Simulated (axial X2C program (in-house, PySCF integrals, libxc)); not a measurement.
# All-electron X2C curves of HfN⁺

Aim: find the lowest determinant of HfN⁺, scan the bond at several levels and fit the constants, once spin-free and once with spin–orbit coupling.

The runs use an in-house X2C program for linear molecules on PySCF integrals; all-electron X2C, Hf dyall-cv3z, N dyall-av3z.

All values are calculated.

## Step 1: Input

task.json reads:

```json
{
 "zs": [
  72,
  7
 ],
 "q": 1,
 "bas": [
  "dyall-cv3z",
  "dyall-av3z"
 ],
 "levels": [
  "PBE0",
  "HF",
  "B3LYP"
 ],
 "cc": true,
 "r0": 1.88,
 "thr": -1.0,
 "nmax": 90,
 "npts": 10,
 "nst": 2,
 "ntry": 6
}
```

Keys: zs atomic numbers; q charge; bas basis sets; levels methods (HF also brings MP2); cc coupled cluster on or off; r0 starting distance in Å; thr threshold in hartree for freezing inner shells (an s shell follows its p shell); nmax most natural virtual spinors; npts points asked for on the curve; nst determinants followed; ntry starts of the search.

The run is started by

```bash
> python so2c.py task.json out
```

Spin-free means the one-electron spin-free X2C Hamiltonian; two-component (2c) means X2C with spin–orbit coupling and atomic mean-field two-electron Coulomb and Gaunt terms. Basis: Hf dyall-cv3z contracted to [13s14p9d7f4g], N dyall-av3z contracted to [7s7p3d2f]; Gaussian nuclei, density fitting. Masses: Hf 179.947 u, N 14.003 u.

Notation: σ, π±, δ± give the projection m of an orbital's angular momentum (0, ±1, ±2), α and β its spin, Λ and M_S the sums; ω is the projection of a spinor's total angular momentum and Ω the sum. Logs are in hartree.

The results follow Hamiltonian by Hamiltonian and level by level.

## Step 2: Which state to follow

PBE0 moves the distance from 1.880 Å to 1.666 Å and compares determinants there.

Spin-free determinants:

```csv
ΔE (eV),state,open shells
0.00,"M_S = 0, Λ = 0",closed shell
0.77,"M_S = 1, Λ = 0",beyond closed shells: 2 × σα
1.68,"M_S = 1, Λ = 1","beyond closed shells: σα, π+α, π+β, π-α"
1.75,"M_S = 0, Λ = 1","beyond closed shells: σβ, π+α, π+β, π-α"
1.93,"M_S = 1, Λ = 2","beyond closed shells: σα, δ+α"
1.96,"M_S = 0, Λ = 2","beyond closed shells: σα, δ+β"
```

Two-component determinants:

```csv
ΔE (eV),state,open shells
0.00,Ω = 0,closed shell
0.78,Ω = 1,excess of +ω over −ω: 2 × ω = 1/2
1.64,Ω = 2,"excess of +ω over −ω: ω = 1/2, ω = 3/2"
1.71,Ω = 1,"excess of +ω over −ω: ω = -1/2, ω = 3/2"
1.75,Ω = 1,"excess of +ω over −ω: ω = -1/2, ω = 3/2"
1.78,Ω = 2,"excess of +ω over −ω: ω = 1/2, ω = 3/2"
2.11,Ω = 3,"excess of +ω over −ω: ω = 1/2, ω = 5/2"
```

## Step 3: PBE0, spin-free

State followed: M_S = 0, Λ = 0 (closed shell). The scan is laid around 1.666 Å, a first estimate of the minimum, and this SCF restarts from the orbitals of the search.

Output at 1.666 Å:

```text
spin-free X2C-1e  PBE0
basis functions 242  fitting functions 1204  grid points 5077
iter        total energy     max residual
   1     -15133.028850126     2.54e-05
   2     -15133.028849985     1.08e-04
   3     -15133.028850138     1.12e-05
   4     -15133.028850140     7.88e-06
converged
one-electron -21074.02221876  Coulomb 6100.42463603  exact exchange -78.56493426  xc functional -240.95355662  nuclear repulsion 160.08722347
```

Along the bond, energies from the lowest point:

| R (Å) | E (eV) | μ (D) | HOMO (eV) | LUMO (eV) | iterations |
| --- | --- | --- | --- | --- | --- |
| 1.449 | 1.8582 | -4.75 | -12.81 | -8.78 | 13 |
| 1.516 | 0.7885 | -5.23 | -12.65 | -8.96 | 13 |
| 1.566 | 0.3198 | -5.53 | -12.54 | -9.09 | 14 |
| 1.616 | 0.0722 | -5.77 | -12.44 | -9.20 | 14 |
| 1.666 | 0.0000 | -5.96 | -12.35 | -9.30 | 4 |
| 1.724 | 0.0848 | -6.09 | -12.30 | -9.40 | 15 |
| 1.783 | 0.3036 | -6.13 | -12.30 | -9.50 | 14 |
| 1.858 | 0.7224 | -6.10 | -12.36 | -9.62 | 16 |
| 1.949 | 1.3722 | -6.02 | -12.35 | -9.73 | 14 |
| 2.083 | 2.4673 | -5.89 | -12.12 | -9.82 | 15 |

Dipoles are positive if N is the positive end and refer to the centre of mass.

Outer orbitals at the reference distance:

```
symmetry  occupied  ε (eV)             atomic character
     φ-α       yes  -27.11                    100% Hf f
     φ+α       yes  -27.11                    100% Hf f
      σα       yes  -26.92             94% Hf f, 4% N s
     δ+α       yes  -26.84                    100% Hf f
     δ-α       yes  -26.84                    100% Hf f
     π+α       yes  -26.72                    100% Hf f
     π-α       yes  -26.72                    100% Hf f
      σα       yes  -23.32   57% N s, 17% Hf d, 9% Hf f
     π-α       yes  -13.20   54% N p, 39% Hf d, 2% Hf f
     π+α       yes  -13.20   54% N p, 39% Hf d, 2% Hf f
      σα       yes  -12.35   55% N p, 28% Hf d, 7% Hf p
      σα        no   -9.30  57% Hf s, 13% N p, 13% Hf d
     δ+α        no   -7.88     94% Hf d, 3% N d, 2% N f
     δ-α        no   -7.88     94% Hf d, 3% N d, 2% N f
     π+α        no   -6.21  54% Hf p, 28% Hf d, 14% N p
```

PBE0 fields in the half plane through the axis: z from -2.4 to 3.9 Å across, distance from the axis 0.15 to 2.25 Å upwards; Hf lies at z = 0 and N at z = 1.666 Å; the ELF is damped to zero where the density is low.

log10 density (e/bohr³). Ten even steps from '0' (-5.16 ) to '9' (1.78 ):
```
0011110012222222211000
0112221122333332221100
1122233333334433322110
1223334444444444333211
2233445555555555443221
2334456666656665543321
2334566777666666554322
2344567898766776654322
```

ELF. Ten even steps from '0' (0.00 ) to '9' (0.92 ):
```
0000000000001000000000
0000000000023321000000
0000000000035532110000
0000000000146665421000
0011111221147877653100
0122335665348888875200
1233456434548779986410
1234565626458129997410
```

Re = 1.665 Å, ωe = 1065 cm⁻¹, ωexe = 4.21 cm⁻¹, Be = 0.4678 cm⁻¹, De = 4.89 eV, μ = -5.96 D.

## Step 4: HF, spin-free

The SCF at the reference distance of 1.666 Å:

```text
spin-free X2C-1e  HF
basis functions 242  fitting functions 1204  grid points 5077
iter        total energy     max residual
   1     -15127.770096303     8.60e-01
   2     -15127.815469912     2.71e-02
   3     -15127.814061877     3.56e-02
   4     -15127.820145664     1.33e-03
   5     -15127.820168915     1.53e-03
   6     -15127.820193730     5.75e-04
   7     -15127.820200552     9.77e-05
   8     -15127.820201171     3.97e-05
   9     -15127.820201328     2.94e-05
  10     -15127.820201368     8.51e-06
  11     -15127.820201377     3.56e-06
  12     -15127.820201377     1.67e-06
converged
one-electron -21076.44757546  Coulomb 6103.04353006  exact exchange -314.50337945  xc functional 0.00000000  nuclear repulsion 160.08722347
```

Re = 1.640 Å, ωe = 1132 cm⁻¹, ωexe = 2.69 cm⁻¹, Be = 0.4823 cm⁻¹, De = 0.193 eV, μ = -7.12 D.

## Step 5: B3LYP, spin-free

The SCF at the reference distance of 1.666 Å:

```text
spin-free X2C-1e  B3LYP
basis functions 242  fitting functions 1204  grid points 5077
iter        total energy     max residual
   1     -15133.622858921     1.51e-01
   2     -15133.624032231     5.98e-03
   3     -15133.620439273     1.60e-02
   4     -15133.624078510     5.89e-03
   5     -15133.624434297     2.53e-03
   6     -15133.624500916     1.49e-04
   7     -15133.624501431     1.31e-04
   8     -15133.624501756     2.97e-05
   9     -15133.624501822     2.45e-06
  10     -15133.624501825     3.33e-07
  11     -15133.624501825     2.59e-07
converged
one-electron -21073.31326153  Coulomb 6099.69490840  exact exchange -62.84492525  xc functional -257.24844692  nuclear repulsion 160.08722347
```

Re = 1.679 Å, ωe = 1024 cm⁻¹, Be = 0.4604 cm⁻¹, De = 4.72 eV, μ = -5.88 D.

## Step 6: MP2 and beyond, spin-free

Correlated methods: 8 electrons correlated (frozen shells, counted by type: Hf 5 s, 4 p, 2 d, 1 f; N 1 s), 318 virtual spinors in MP2, 88 natural virtuals in coupled cluster.

Output of the correlated part at 1.666 Å:

```text
correlated 8  virtual 318  natural virtual 88  E(MP2) -0.329665299  MP2 remainder -0.006533812
iter   CCSD correlation   residual
   1     -0.267136756   2.74e-01
   2     -0.289308322   1.46e-01
   3     -0.291842112   2.73e-02
   4     -0.292369418   1.37e-02
   5     -0.292626909   4.86e-03
   6     -0.292601796   1.90e-03
   7     -0.292571653   9.52e-04
   8     -0.292592497   3.50e-04
   9     -0.292597507   1.07e-04
  10     -0.292594582   3.07e-05
  11     -0.292595636   1.17e-05
  12     -0.292595557   3.65e-06
  13     -0.292595472   1.22e-06
  14     -0.292595492   5.63e-07
  15     -0.292595477   2.27e-07
(T) -0.020040469  T1 0.0390  D1 0.0613  max T2 0.070
```

T1 in the output is the amplitude norm over the root of the electron number; divide by √2 for the Lee–Taylor value.

MP2: Re = 1.724 Å, ωe = 930 cm⁻¹, Be = 0.4365 cm⁻¹, De = 5.86 eV.

CCSD: Re = 1.685 Å, ωe = 1034 cm⁻¹, Be = 0.4572 cm⁻¹, De = 4.24 eV. T1 at Re = 0.029 (Lee–Taylor, the printed value over √2).

CCSD(T): Re = 1.704 Å, ωe = 966 cm⁻¹, Be = 0.4467 cm⁻¹, De = 4.71 eV. T1 at Re = 0.030 (Lee–Taylor, the printed value over √2).

## Step 7: A higher determinant, spin-free

State: M_S = 1, Λ = 0 (beyond closed shells: 2 × σα).

Output at the reference distance:

```text
spin-free X2C-1e  PBE0
basis functions 242  fitting functions 1204  grid points 5077
iter        total energy     max residual
   1     -15133.000555262     2.11e-05
   2     -15133.000555277     2.53e-05
   3     -15133.000555281     2.20e-05
   4     -15133.000555286     7.74e-06
   5     -15133.000555289     3.04e-06
   6     -15133.000555290     8.68e-07
converged
one-electron -21070.02094574  Coulomb 6096.34902442  exact exchange -78.54883203  xc functional -240.86702541  nuclear repulsion 160.08722347
```

| R (Å) | E above the lowest PBE0 point (eV) |
| --- | --- |
| 1.449 | 3.582 |
| 1.516 | 2.185 |
| 1.566 | 1.486 |
| 1.616 | 1.028 |
| 1.666 | 0.770 |
| 1.724 | 0.674 |
| 1.783 | 0.750 |
| 1.858 | 1.039 |
| 1.949 | 1.586 |

Re = 1.725 Å, ωe = 1029 cm⁻¹, ωexe = 3.15 cm⁻¹, Be = 0.436 cm⁻¹, μ = -3.49 D. Te = 0.67 eV.

## Step 8: The spin-free curves together

Energy (eV) of the followed determinant, spin-free, from each level's lowest point:

| R (Å) | PBE0 | HF | MP2 | CCSD | CCSD(T) | B3LYP |
| --- | --- | --- | --- | --- | --- | --- |
| 1.449 | 1.858 | 1.521 | 2.681 | n/a | n/a | 2.023 |
| 1.516 | 0.789 | 0.562 | 1.365 | 0.979 | 1.130 | 0.899 |
| 1.566 | 0.320 | 0.172 | 0.719 | 0.439 | 0.550 | 0.392 |
| 1.616 | 0.072 | 0.000 | 0.305 | 0.127 | 0.198 | 0.107 |
| 1.666 | 0.000 | 0.001 | 0.079 | 0.000 | 0.026 | 0.000 |
| 1.724 | 0.085 | 0.171 | 0.000 | 0.029 | 0.000 | 0.043 |
| 1.783 | 0.304 | 0.480 | 0.062 | 0.196 | 0.109 | 0.217 |
| 1.858 | 0.722 | 1.029 | 0.275 | 0.555 | 0.389 | 0.571 |
| 1.949 | 1.372 | 1.859 | 0.647 | n/a | n/a | 1.139 |
| 2.083 | 2.467 | 3.249 | 1.283 | n/a | n/a | 2.122 |

## Step 9: PBE0, 2c

State followed: Ω = 0 (closed shell). The scan is laid around 1.666 Å, a first estimate of the minimum, and this SCF restarts from the orbitals of the search.

Output at 1.666 Å:

```text
two-component X2C + atomic mean field  PBE0
basis functions 242  fitting functions 1204  grid points 5077
iter        total energy     max residual
   1     -15130.865787233     3.15e-06
   2     -15130.865787233     9.36e-06
converged
one-electron -21056.49286135  Coulomb 6097.68086608  exact exchange -78.53374911  xc functional -240.89397960  nuclear repulsion 160.08722347  atomic mean-field constant -12.71328672
```

Along the bond, energies from the lowest point:

| R (Å) | E (eV) | μ (D) | HOMO (eV) | LUMO (eV) | iterations |
| --- | --- | --- | --- | --- | --- |
| 1.449 | 1.8337 | -4.73 | -12.81 | -8.79 | 13 |
| 1.516 | 0.7738 | -5.20 | -12.66 | -8.97 | 13 |
| 1.566 | 0.3110 | -5.50 | -12.55 | -9.09 | 14 |
| 1.616 | 0.0683 | -5.74 | -12.44 | -9.20 | 14 |
| 1.666 | 0.0000 | -5.93 | -12.36 | -9.30 | 2 |
| 1.724 | 0.0880 | -6.05 | -12.31 | -9.41 | 14 |
| 1.783 | 0.3086 | -6.10 | -12.30 | -9.51 | 14 |
| 1.858 | 0.7277 | -6.07 | -12.35 | -9.62 | 16 |
| 1.949 | 1.3749 | -5.98 | -12.34 | -9.72 | 16 |
| 2.083 | 2.4582 | -5.82 | -12.16 | -9.82 | 17 |

Dipoles are positive if N is the positive end and refer to the centre of mass.

Outer spinors at the reference distance:

```json
{"ω": "5/2", "occupied": "yes", "ε (eV)": "-28.10", "atomic character": "100% Hf f", "λ mixture": "89% φ, 11% δ"}
{"ω": "3/2", "occupied": "yes", "ε (eV)": "-27.83", "atomic character": "100% Hf f", "λ mixture": "74% δ, 26% π"}
{"ω": "1/2", "occupied": "yes", "ε (eV)": "-27.81", "atomic character": "98% Hf f", "λ mixture": "52% π, 48% σ"}
{"ω": "7/2", "occupied": "yes", "ε (eV)": "-26.48", "atomic character": "100% Hf f", "λ mixture": "100% φ"}
{"ω": "5/2", "occupied": "yes", "ε (eV)": "-26.23", "atomic character": "100% Hf f", "λ mixture": "89% δ, 11% φ"}
{"ω": "1/2", "occupied": "yes", "ε (eV)": "-26.22", "atomic character": "95% Hf f, 3% N s", "λ mixture": "52% σ, 48% π"}
{"ω": "3/2", "occupied": "yes", "ε (eV)": "-26.11", "atomic character": "100% Hf f", "λ mixture": "74% π, 26% δ"}
{"ω": "1/2", "occupied": "yes", "ε (eV)": "-23.31", "atomic character": "56% N s, 17% Hf d, 10% Hf f", "λ mixture": "99% σ, 1% π"}
{"ω": "1/2", "occupied": "yes", "ε (eV)": "-13.28", "atomic character": "54% N p, 39% Hf d, 2% Hf f", "λ mixture": "98% π, 2% σ"}
{"ω": "3/2", "occupied": "yes", "ε (eV)": "-13.17", "atomic character": "54% N p, 39% Hf d, 2% Hf f", "λ mixture": "100% π"}
{"ω": "1/2", "occupied": "yes", "ε (eV)": "-12.36", "atomic character": "55% N p, 28% Hf d, 7% Hf p", "λ mixture": "99% σ, 1% π"}
{"ω": "1/2", "occupied": "no", "ε (eV)": "-9.30", "atomic character": "57% Hf s, 13% N p, 13% Hf d", "λ mixture": "100% σ"}
{"ω": "3/2", "occupied": "no", "ε (eV)": "-8.06", "atomic character": "94% Hf d, 3% N d, 2% N f", "λ mixture": "100% δ"}
{"ω": "5/2", "occupied": "no", "ε (eV)": "-7.73", "atomic character": "94% Hf d, 4% N d, 2% N f", "λ mixture": "100% δ"}
{"ω": "1/2", "occupied": "no", "ε (eV)": "-6.46", "atomic character": "54% Hf p, 28% Hf d, 14% N p", "λ mixture": "94% π, 6% σ"}
```

PBE0 fields in the half plane through the axis: z from -2.4 to 3.9 Å across, distance from the axis 0.15 to 2.25 Å upwards; Hf lies at z = 0 and N at z = 1.666 Å; the ELF is damped to zero where the density is low.

log10 density (e/bohr³). Ten even steps from ' ' (-5.16 ) to '@' (1.78 ):
```
    ..............::::::::::::::::....      
  ....::::::::..::::----------::::::....    
....::::::--------------====------::::....  
..::::------====================------::....
::::----====++++++++++++++++++++====--::::..
::----====++**********++++****++++==----::..
::----==++****######************++++==--::::
::--====++**##%%@@%%##****####****++==--::::
```

ELF. Ten even steps from '0' (0.00 ) to '9' (0.92 ):
```
0000000000001000000000
0000000000023321000000
0000000000035532110000
0000000000146655421000
0011111221147877653100
0122335665348888875200
1233456434548779986310
1234565626458129997410
```

Re = 1.664 Å, ωe = 1064 cm⁻¹, ωexe = 4.28 cm⁻¹, Be = 0.4685 cm⁻¹, De = 4.69 eV, μ = -5.92 D.

## Step 10: HF, 2c

The SCF at the reference distance of 1.666 Å:

```text
two-component X2C + atomic mean field  HF
basis functions 242  fitting functions 1204  grid points 5077
iter        total energy     max residual
   1     -15125.573054974     8.57e-01
   2     -15125.618617358     2.71e-02
   3     -15125.617270360     3.56e-02
   4     -15125.623303724     1.35e-03
   5     -15125.623336554     1.60e-03
   6     -15125.623364435     5.90e-04
   7     -15125.623375395     1.57e-04
   8     -15125.623379274     1.24e-04
   9     -15125.623381587     8.32e-05
  10     -15125.623382531     4.43e-05
  11     -15125.623382784     1.67e-05
  12     -15125.623382827     6.11e-06
  13     -15125.623382835     2.38e-06
  14     -15125.623382835     9.46e-07
converged
one-electron -21058.88540288  Coulomb 6100.26646872  exact exchange -314.37838542  xc functional 0.00000000  nuclear repulsion 160.08722347  atomic mean-field constant -12.71328672
```

No constants are quoted: the solution changes its character somewhere along the scan, so the fit is set aside.

## Step 11: B3LYP, 2c

The SCF at the reference distance of 1.666 Å:

```text
two-component X2C + atomic mean field  B3LYP
basis functions 242  fitting functions 1204  grid points 5077
iter        total energy     max residual
   1     -15131.465787254     1.50e-01
   2     -15131.466959573     6.07e-03
   3     -15131.463273184     1.62e-02
   4     -15131.467002068     5.99e-03
   5     -15131.467370772     2.51e-03
   6     -15131.467436317     1.48e-04
   7     -15131.467436821     1.30e-04
   8     -15131.467437132     2.91e-05
   9     -15131.467437192     2.43e-06
  10     -15131.467437194     4.03e-07
  11     -15131.467437194     2.92e-07
converged
one-electron -21055.77655357  Coulomb 6096.94369258  exact exchange -62.81994105  xc functional -257.18857191  nuclear repulsion 160.08722347  atomic mean-field constant -12.71328672
```

Re = 1.678 Å, ωe = 1022 cm⁻¹, Be = 0.4609 cm⁻¹, De = 4.52 eV, μ = -5.85 D.

## Step 12: MP2 and beyond, 2c

Correlated methods: 8 electrons correlated (frozen shells, counted by type: Hf 5 s, 4 p, 2 d, 1 f; N 1 s), 318 virtual spinors in MP2, 90 natural virtuals in coupled cluster.

Output of the correlated part at 1.666 Å:

```text
correlated 8  virtual 318  natural virtual 90  E(MP2) -0.329039202  MP2 remainder -0.006275681
iter   CCSD correlation   residual
   1     -0.267030987   2.73e-01
   2     -0.289083053   1.45e-01
   3     -0.291621694   2.74e-02
   4     -0.292151242   1.38e-02
   5     -0.292411088   4.96e-03
   6     -0.292386302   1.96e-03
   7     -0.292355874   9.85e-04
   8     -0.292377588   3.63e-04
   9     -0.292382650   1.14e-04
  10     -0.292379597   3.75e-05
  11     -0.292380819   1.79e-05
  12     -0.292380648   8.79e-06
  13     -0.292380539   4.39e-06
  14     -0.292380614   2.05e-06
  15     -0.292380553   8.42e-07
  16     -0.292380563   3.96e-07
(T) -0.020030132  T1 0.0394  D1 0.0627  max T2 0.059
```

MP2: No constants are quoted: the reference changes its character somewhere along the scan, so the fit is set aside.

CCSD: No constants are quoted: the reference changes its character somewhere along the scan, so the fit is set aside.

CCSD(T): No constants are quoted: the reference changes its character somewhere along the scan, so the fit is set aside.

## Step 13: A higher determinant, 2c

State: Ω = 1 (excess of +ω over −ω: 2 × ω = 1/2).

Output at the reference distance:

```text
two-component X2C + atomic mean field  PBE0
basis functions 242  fitting functions 1204  grid points 5077
iter        total energy     max residual
   1     -15130.837095789     3.84e-06
   2     -15130.837095791     2.60e-06
converged
one-electron -21052.48953560  Coulomb 6093.60375075  exact exchange -78.51774188  xc functional -240.80750581  nuclear repulsion 160.08722347  atomic mean-field constant -12.71328672
```

| R (Å) | E above the lowest PBE0 point (eV) |
| --- | --- |
| 1.449 | 3.562 |
| 1.516 | 2.177 |
| 1.566 | 1.485 |
| 1.616 | 1.033 |
| 1.666 | 0.781 |
| 1.724 | 0.689 |
| 1.783 | 0.770 |
| 1.858 | 1.060 |
| 1.949 | 1.609 |

Re = 1.724 Å, ωe = 1028 cm⁻¹, ωexe = 3.18 cm⁻¹, Be = 0.4367 cm⁻¹, μ = -3.46 D. Te = 0.69 eV.

## Step 14: The 2c curves together

Energy (eV) of the followed determinant, 2c, from each level's lowest point:

| R (Å) | PBE0 | HF (jumps) | MP2 (its reference jumps) | CCSD (its reference jumps) | CCSD(T) (its reference jumps) | B3LYP |
| --- | --- | --- | --- | --- | --- | --- |
| 1.449 | 1.834 | 1.502 | 2.640 | n/a | n/a | 1.999 |
| 1.516 | 0.774 | 0.552 | 1.337 | 0.963 | 1.108 | 0.885 |
| 1.566 | 0.311 | 0.167 | 0.700 | 0.429 | 0.535 | 0.383 |
| 1.616 | 0.068 | 0.000 | 0.293 | 0.123 | 0.189 | 0.104 |
| 1.666 | 0.000 | 0.005 | 0.073 | 0.000 | 0.022 | 0.000 |
| 1.724 | 0.088 | 0.179 | 0.000 | 0.033 | 0.000 | 0.046 |
| 1.783 | 0.309 | 0.490 | 0.067 | 0.203 | 0.113 | 0.220 |
| 1.858 | 0.728 | 1.040 | 0.286 | 0.563 | 0.394 | 0.573 |
| 1.949 | 1.375 | 1.564 | 3.667 | n/a | n/a | 1.135 |
| 2.083 | 2.458 | 1.802 | 4.803 | n/a | n/a | 2.097 |

Time for the job: 3.6 min (1 thread of Arm Neoverse V1, shared host); peak memory 0.63 GiB.

## Step 15: Results

Lowest determinant that the search found at its distance, spin-free: M_S = 0, Λ = 0 (closed shell).

Lowest determinant that the search found at its distance, 2c: Ω = 0 (closed shell).

| Hamiltonian | level | Re (Å) | ωe (cm⁻¹) | De (eV) | μ (D) |
| --- | --- | --- | --- | --- | --- |
| spin-free | PBE0 | 1.665 | 1065 | 4.89 | -5.96 |
| spin-free | HF | 1.640 | 1132 | 0.193 | -7.12 |
| spin-free | MP2 | 1.724 | 930 | 5.86 | n/a |
| spin-free | CCSD | 1.685 | 1034 | 4.24 | n/a |
| spin-free | CCSD(T) | 1.704 | 966 | 4.71 | n/a |
| spin-free | B3LYP | 1.679 | 1024 | 4.72 | -5.88 |
| 2c | PBE0 | 1.664 | 1064 | 4.69 | -5.92 |
| 2c | B3LYP | 1.678 | 1022 | 4.52 | -5.85 |

Dipoles are positive if N is the positive end and refer to the centre of mass. No constants: 2c HF (the solution changes its character somewhere along the scan, so the fit is set aside); 2c MP2 (the reference changes its character somewhere along the scan, so the fit is set aside); 2c CCSD (the reference changes its character somewhere along the scan, so the fit is set aside); 2c CCSD(T) (the reference changes its character somewhere along the scan, so the fit is set aside).

Time per point (s) on 1 thread of Arm Neoverse V1, shared host (2c runs); the times are rough: PBE0 0.91, B3LYP 1.

At PBE0, going from spin-free to two-component changes Re by -1 mÅ, ωe by -0.1 %; the spin-free picture holds up (part of it comes from the scalar share of the two-electron terms). De moves by -0.20 eV; both De rest on single-determinant atoms, which can miss part of an open shell's spin–orbit lowering.

De refers to Hf+ + N, each in the lowest determinant found, which need not be this curve's own limit. The state is a single determinant with fixed occupations, the lowest that a limited PBE0 search found. The closed shell is kept restricted; where the fragments are open shells, the energy then runs too high at long range. Dissociation energies refer to the lowest single-determinant-based atoms at the same level and basis. Coupled cluster ran in a truncated set of natural virtual spinors; the MP2 energy of the rest was added. With the outer-core shells frozen, correlated bond lengths of heavy atoms tend to come out a few hundredths of an ångström too long. T1 at Re is 0.030 (Lee–Taylor), above the customary mark of 0.02.
